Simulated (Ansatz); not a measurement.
# Mg: properties at the relaxed cell

One table from this session's results is given with a row withheld; the runs are named, their logs left out.

Computed with Ansatz 0.2.0 (DFT PBEsol, scalar-relativistic, plane waves, PAW, unless a step's input says otherwise).

1 further run of the same task is left out (set aside as unsound or not needed).

### Starting point

It takes space group P6_3/mmc (No. 194, hexagonal). The conventional cell has a = 3.187 Å, b = 3.187 Å, c = 5.114 Å, α = 90.00°, β = 90.00°, γ = 120.00°. Mg (site symmetry -6m2) is surrounded by 12 Mg at 3.15 to 3.19 Å.

Coordinates:

```xyz
2
Lattice="3.1872 0.0000 0.0000 -1.5936 2.7602 0.0000 0.0000 0.0000 5.1136" Properties=species:S:1:pos:R:3 pbc="T T T"
Mg    0.0000    1.8401    1.2784
Mg    1.5936    0.9201    3.8352
```

This cell was relaxed beforehand with the same method: volume 22.49 Å³/atom, gap on the mesh none (metal).

Set-up of the first run:

input.yaml reads:

```yaml
crystal:
  lattice:
    - [3.1871890189, 0.0, 0.0]
    - [-1.5935945094, 2.760186657, 0.0]
    - [0.0, 0.0, 5.1135935885]
  atoms:
    - { symbol: Mg, position: [0.3333333333, 0.6666666667, 0.25] }
    - { symbol: Mg, position: [0.6666666667, 0.3333333333, 0.75] }
basis:
  ecutwfc: 420
kpoints:
  mp_grid: { grid: [18, 18, 8] }
  band_path:
    path:
      - [[0.0, 0.0, 0.0], [0.5, 0.0, 0.0], [0.33333333, 0.33333333, 0.0], [0.0, 0.0, 0.0], [0.0, 0.0, 0.5], [0.5, 0.0, 0.5], [0.33333333, 0.33333333, 0.5], [0.0, 0.0, 0.5]]
      - [[0.5, 0.0, 0.5], [0.5, 0.0, 0.0]]
      - [[0.33333333, 0.33333333, 0.5], [0.33333333, 0.33333333, 0.0]]
    npoints: 14
hamiltonian:
  xc: pbesol
scf:
  occupations: { method: gaussian, width: 0.1 }
  n_extra_bands: 6
output:
  forces: true
  stress: true
  eigenvalues: true
  populations: true
  dos: { projected: true, de: 0.02, nscf_kmesh: { grid: [27, 27, 12] } }
  bader: true
  write_density: true
  write_potential: true
  elf: true
  volumetric_format: npy
```

Started as:

```sh
> ansatz run input.yaml --threads 1 --pin off --max-ram 2560MiB --backend cpu --events-out ev --progress --plain --runs-dir out
```

Among the steps run: Static run: bands, density of states and charges; The cell scaled to 0.97 of its volume; Volume × 1.03; The cell scaled to 0.94 of its volume; Point at V/V0 = 1.06.

One of the session's tables, all rows but one given; the rest of the session is left out.

It belongs to the step «Equation of state». 

```
volume (Å³/atom)  energy above the lowest point (meV/atom)  pressure (GPa)
          21.143                                      10.4            2.63
          21.818                                       2.5            1.22
          22.493                                       0.0            0.01
          23.168                                         ?               ?
          23.842                                       8.6           -1.92
```

Estimate the missing values for volume (Å³/atom) = 23.168.

Worked estimate for «energy above the lowest point (meV/atom)». A straight line through the neighbours (22.493, 0.0) and (23.842, 8.6) gives 0.0 + (8.6 − 0.0) × (23.168 − 22.493) / (23.842 − 22.493) = 4.3; a parabola fitted to 3 rows on both sides gives 2.0.

**Answer.** energy above the lowest point (meV/atom): 2.3; pressure (GPa): -1.03. In «energy above the lowest point (meV/atom)» the line misses by +2.0 and the parabola by -0.3.
